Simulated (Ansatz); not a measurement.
This script for Ansatz 0.2.0, Python API starts 2 runs on AlBrH2S, SMILES [SH][AlH][Br]. What input does the engine get in each?

The script, `run_cas.py`:
```python
from dataclasses import dataclass

import ansatz as az


@dataclass(frozen=True)
class Settings:
    basis_set: str = 'def2-SVP'


settings = Settings()

mol = (
    az.Crystal.molecule()
    .atom('S', [-1.5924, -0.7308, 0.1593])
    .atom('Al', [0.5172, -0.022, 0.2952])
    .atom('Br', [2.0494, -0.677, -1.3794])
    .atom('H', [-1.9164, 0.4598, -0.6111])
    .atom('H', [0.9921, 0.8963, 1.4946])
)

job = mol.calculation().basis(gaussian=settings.basis_set).correlation(active_electrons=4, active_orbitals=4)
for method in [None, 'sc_nevpt2']:
    rep = (job if method is None else job.correlation(method)).run(threads=1).report
    space = rep['configurations']
    state = space['states'][0]
    print(method or 'casscf', f'total {rep["free_energy_ev"] / 27.211386246:.6f} Ha, active-space state {state["energy"]["hartree"]:.6f} Ha, mean field {rep["reference_energy_ev"] / 27.211386246:.6f} Ha')
    print('  determinants', state['n_determinants'], ' natural occupations', [round(n, 3) for n in space['natural_occupations']])
```

Run 1:
```yaml
crystal:
  periodic: [false, false, false]
  atoms:
    - { symbol: S, position_ang: [-1.5924, -0.7308, 0.1593] }
    - { symbol: Al, position_ang: [0.5172, -0.022, 0.2952] }
    - { symbol: Br, position_ang: [2.0494, -0.677, -1.3794] }
    - { symbol: H, position_ang: [-1.9164, 0.4598, -0.6111] }
    - { symbol: H, position_ang: [0.9921, 0.8963, 1.4946] }
basis:
  gaussian:
    orbitals: def2-SVP
correlation:
  active_space:
    window:
      electrons: 4
      orbitals: 4
```

Run 2, against run 1:
```diff
+  method: sc_nevpt2
```

```console
$ python run_cas.py
casscf total -3212.644751 Ha, active-space state -3212.644751 Ha, mean field -3212.612339 Ha
  determinants 36  natural occupations [1.977, 1.967, 0.033, 0.023]
sc_nevpt2 total -3213.031714 Ha, active-space state -3212.644741 Ha, mean field -3212.612339 Ha
  determinants 36  natural occupations [1.977, 1.967, 0.033, 0.023]
```

Notes:
- Total energies depend on the basis set; only differences at equal settings carry meaning.
- The geometry is a force-field or estimated start, not a minimum of this method, and the basis set is short of its limit. The active space starts as a window about the frontier orbitals and is then optimised, not chosen by chemistry.
- Finished in 8.8 s on 1 thread of Intel(R) Xeon(R) 6975P-C (Granite Rapids) (shared host), peak memory 0.24 GiB.
